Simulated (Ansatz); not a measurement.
**C₆H₁₄Cl₂HfO₂: basis-set convergence**

How large a basis does C₆H₁₄Cl₂HfO₂ need? Two functionals are run in growing sets.

Computed with Ansatz 0.2.0, Gaussian basis. Level: one geometry, several basis sets.

The runs, in order: PBE0-D4/def2-SVP; ωB97M-V/def2-SVP; PBE0-D4/def2-QZVPP; ωB97M-V/def2-QZVPP; the functionals' def2-TZVPP values are taken from earlier runs.

**1. Structure used throughout**

An earlier PBE0-D4 in a triple-zeta def2 set relaxation fixed the geometry. Hf takes the def2 core potential; no spin-orbit term is included.

SMILES `CC(C)[O][Hf]([Cl])([Cl])[O]C(C)C`, 25 atoms, charge 0, spin multiplicity 1.

Atoms are counted from 1 here; the program's logs count them from 0.

Bond lengths: C1–C2 1.515 Å, C1–H12 1.092 Å, C1–H13 1.092 Å, C1–H14 1.093 Å, C2–C3 1.515 Å, C2–O4 1.406 Å, C2–H15 1.098 Å, C3–H16 1.093 Å, C3–H17 1.091 Å, C3–H18 1.092 Å, O4–Hf5 1.891 Å, Hf5–Cl6 2.368 Å, Hf5–Cl7 2.368 Å, Hf5–O8 1.891 Å, O8–C9 1.406 Å, C9–C10 1.515 Å, C9–C11 1.515 Å, C9–H19 1.097 Å and more. Angles: C2–C1–H12 110.6°, C2–C1–H13 110.7°, C2–C1–H14 110.3°, H12–C1–H13 108.3°, H12–C1–H14 108.3°, H13–C1–H14 108.6°, C1–C2–C3 112.6°, C1–C2–O4 109.7°, C1–C2–H15 109.0°, C3–C2–O4 109.3°, C3–C2–H15 109.0°, O4–C2–H15 107.0°, C2–C3–H16 110.3°, C2–C3–H17 110.6°, C2–C3–H18 110.5°, H16–C3–H17 108.4°, H16–C3–H18 108.5°, H17–C3–H18 108.5° and more.

Coordinates:

```csv
atom,x (Å),y (Å),z (Å)
C1,0.9568,-1.9969,0.3500
C2,-0.3568,-2.1741,1.0843
C3,-1.1742,-3.3298,0.5446
O4,-1.1110,-0.9908,0.9998
Hf5,-1.9277,0.6815,0.6655
Cl6,-2.5766,1.6449,2.7288
Cl7,-3.7729,0.3428,-0.7787
O8,-0.6877,1.8282,-0.1858
C9,0.3949,2.4882,-0.7931
C10,1.5119,2.6638,0.2154
C11,0.8349,1.7190,-2.0220
H12,1.5778,-2.8894,0.4530
H13,1.5111,-1.1455,0.7505
H14,0.7755,-1.8257,-0.7146
H15,-0.1508,-2.3475,2.1485
H16,-1.3989,-3.1738,-0.5136
H17,-2.1167,-3.4197,1.0871
H18,-0.6247,-4.2682,0.6477
H19,0.0337,3.4776,-1.1014
H20,1.8926,1.6890,0.5326
H21,1.1542,3.2002,1.0960
H22,2.3381,3.2291,-0.2216
H23,1.6347,2.2514,-2.5417
H24,1.2078,0.7315,-1.7373
H25,0.0005,1.5901,-2.7138
```

**2. PBE0-D4 in def2-SVP**

File in.yaml:

```yaml
crystal:
  periodic: [false, false, false]
  atoms:
    - {symbol: C, position_ang: [0.956802, -1.996903, 0.350015]}
    - {symbol: C, position_ang: [-0.356821, -2.174071, 1.084295]}
    - {symbol: C, position_ang: [-1.174201, -3.329776, 0.544608]}
    - {symbol: O, position_ang: [-1.110984, -0.990807, 0.999757]}
    - {symbol: Hf, position_ang: [-1.927659, 0.681525, 0.665495]}
    - {symbol: Cl, position_ang: [-2.576556, 1.644920, 2.728771]}
    - {symbol: Cl, position_ang: [-3.772869, 0.342772, -0.778656]}
    - {symbol: O, position_ang: [-0.687748, 1.828192, -0.185812]}
    - {symbol: C, position_ang: [0.394915, 2.488214, -0.793057]}
    - {symbol: C, position_ang: [1.511937, 2.663816, 0.215439]}
    - {symbol: C, position_ang: [0.834896, 1.718999, -2.022001]}
    - {symbol: H, position_ang: [1.577829, -2.889433, 0.452966]}
    - {symbol: H, position_ang: [1.511062, -1.145521, 0.750476]}
    - {symbol: H, position_ang: [0.775510, -1.825670, -0.714625]}
    - {symbol: H, position_ang: [-0.150841, -2.347452, 2.148470]}
    - {symbol: H, position_ang: [-1.398904, -3.173839, -0.513643]}
    - {symbol: H, position_ang: [-2.116704, -3.419732, 1.087143]}
    - {symbol: H, position_ang: [-0.624729, -4.268177, 0.647734]}
    - {symbol: H, position_ang: [0.033714, 3.477619, -1.101387]}
    - {symbol: H, position_ang: [1.892628, 1.689043, 0.532599]}
    - {symbol: H, position_ang: [1.154212, 3.200166, 1.096049]}
    - {symbol: H, position_ang: [2.338088, 3.229122, -0.221633]}
    - {symbol: H, position_ang: [1.634678, 2.251377, -2.541655]}
    - {symbol: H, position_ang: [1.207836, 0.731451, -1.737277]}
    - {symbol: H, position_ang: [0.000506, 1.590068, -2.713768]}
basis:
  gaussian: {orbitals: def2-SVP}
hamiltonian: {xc: pbe0, dispersion: d4}
output: {orbitals: {seedname: orbitals}}
```

Command:

```console
ansatz run in.yaml --threads 11 --pin off --events-out ev --progress --plain --max-ram 174080MiB --backend cpu
```

After this run come: ωB97M-V in def2-SVP; PBE0-D4 in def2-QZVPP; ωB97M-V in def2-QZVPP.

**Question.** What will the summary of the whole plan be? Wanted: PBE0-D4: double and triple zeta above quadruple; ωB97M-V: double and triple zeta above quadruple.

The runs gave:

```
                                       quantity           value
PBE0-D4: double and triple zeta above quadruple  22.00, 1.33 eV
ωB97M-V: double and triple zeta above quadruple  22.42, 1.27 eV
```

In words: PBE0-D4 gains 20.67 eV from double to triple zeta, then 1.33 eV more. Total energies overstate the basis error of differences, where much of it tends to cancel. The LUMO of ωB97M-V is positive and keeps falling with the basis (1.49 to 0.82 eV): an unbound level that the basis holds in place.
